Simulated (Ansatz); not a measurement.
# CH₅NSSi: one species, many methods

An exercise on one series of results from a longer session: the logs are not shown, and one member is left open.

Method: functionals in def2-TZVPP, the program's frozen cores in correlated methods; program: Ansatz 0.2.0, Gaussian basis.

Plan: LDA (SPW92), PBE-D4, revPBE-D4, BLYP-D4, r2SCAN-D4, B97M-V, PBE0-D4, B3LYP-D4, r2SCANh-D4, r2SCAN0-D4, HSE06-D4, BHLYP-D4, CAM-B3LYP-D4, LC-ωPBE, ωB97X-V, ωB97M-V, B2PLYP, PBE-QIDH; CCSD(T)/def2-SVP; CCSD(T)/def2-TZVPP; MP2/def2-QZVPP; extrapolation to the limit; RPA on PBE.

**The relaxed structure**

The geometry comes from an earlier relaxation with PBE0-D4 in a triple-zeta def2 set; it is a stationary point, not always the lowest conformer.

SMILES `NC([SiH3])=S`, 9 atoms, charge 0, spin multiplicity 1.

Atoms are counted from 1 here; the program's logs count them from 0.

Bond lengths: N1–C2 1.335 Å, N1–H5 1.010 Å, N1–H6 1.006 Å, C2–Si3 1.892 Å, C2–S4 1.643 Å, Si3–H7 1.480 Å, Si3–H8 1.480 Å, Si3–H9 1.495 Å. Angles: C2–N1–H5 119.5°, C2–N1–H6 121.8°, H5–N1–H6 118.8°, N1–C2–Si3 119.7°, N1–C2–S4 124.2°, Si3–C2–S4 116.2°, C2–Si3–H7 108.6°, C2–Si3–H8 108.6°, C2–Si3–H9 110.0°, H7–Si3–H8 111.3°, H7–Si3–H9 109.2°, H8–Si3–H9 109.2°.

The first run:

File in.yaml:

```yaml
crystal:
  periodic: [false, false, false]
  atoms:
    - {symbol: N, position_ang: [-0.228881, 1.390578, -0.630580]}
    - {symbol: C, position_ang: [0.001400, 0.078450, -0.716868]}
    - {symbol: Si, position_ang: [0.167501, -0.949365, 0.863365]}
    - {symbol: S, position_ang: [0.157323, -0.739640, -2.132814]}
    - {symbol: H, position_ang: [-0.316913, 1.936017, -1.475916]}
    - {symbol: H, position_ang: [-0.318434, 1.855005, 0.257013]}
    - {symbol: H, position_ang: [1.515978, -1.558730, 0.889394]}
    - {symbol: H, position_ang: [-0.890214, -1.984492, 0.865560]}
    - {symbol: H, position_ang: [0.000838, -0.074222, 2.063748]}
basis:
  gaussian: {orbitals: def2-TZVPP}
hamiltonian: {xc: lda}
output: {orbitals: {seedname: orbitals}}
```

Run with:

```sh
ansatz run in.yaml --threads 2 --pin off --events-out ev --progress --plain --max-ram 4352MiB
```

Steps of the session up to this table: LDA; PBE-D4 (GGA); revPBE-D4 (GGA); BLYP-D4 (GGA); r2SCAN-D4 (meta-GGA); B97M-V (meta-GGA); PBE0-D4 (hybrid); B3LYP-D4 (hybrid); r2SCANh-D4 (hybrid); r2SCAN0-D4 (hybrid); HSE06-D4 (hybrid); BHLYP-D4 (hybrid); CAM-B3LYP-D4 (range-separated); LC-ωPBE (range-separated); ωB97X-V (range-separated); ωB97M-V (range-separated); B2PLYP (double hybrid); PBE-QIDH (double hybrid).

One table of the session follows, with a row left open; its other results are not shown here.

It belongs to the step «Orbital energies across the functionals». 

| functional | HOMO (eV) | LUMO (eV) | gap (eV) |
| --- | --- | --- | --- |
| LDA (SPW92) | -5.20 | -2.53 | 2.67 |
| PBE-D4 | -5.06 | -2.34 | 2.73 |
| revPBE-D4 | -5.01 | -2.26 | 2.74 |
| BLYP-D4 | ? | ? | ? |
| r2SCAN-D4 | -5.27 | -2.24 | 3.04 |
| B97M-V | -5.38 | -2.24 | 3.13 |
| PBE0-D4 | -6.20 | -1.46 | 4.74 |
| B3LYP-D4 | -5.97 | -1.64 | 4.33 |
| r2SCANh-D4 | -5.70 | -1.90 | 3.80 |
| r2SCAN0-D4 | -6.35 | -1.41 | 4.94 |
| HSE06-D4 | -5.81 | -1.84 | 3.97 |
| BHLYP-D4 | -7.21 | -0.41 | 6.81 |
| CAM-B3LYP-D4 | -7.48 | -0.31 | 7.17 |
| LC-ωPBE | -8.83 | 0.74 | 9.57 |
| ωB97X-V | -8.49 | 0.71 | 9.20 |
| ωB97M-V | -8.34 | 0.65 | 8.99 |

**Question.** Estimate the row for BLYP-D4.

Worked estimate for «HOMO (eV)». Against the share of exact exchange, B3LYP-D4 (0.2, -5.97), BHLYP-D4 (0.5, -7.21) give a slope of -4.13 per unit share; at 0 the line stands at -5.14.

**Answer.** HOMO (eV): -4.90; LUMO (eV): -2.18; gap (eV): 2.72. In «HOMO (eV)» the line misses by -0.24.
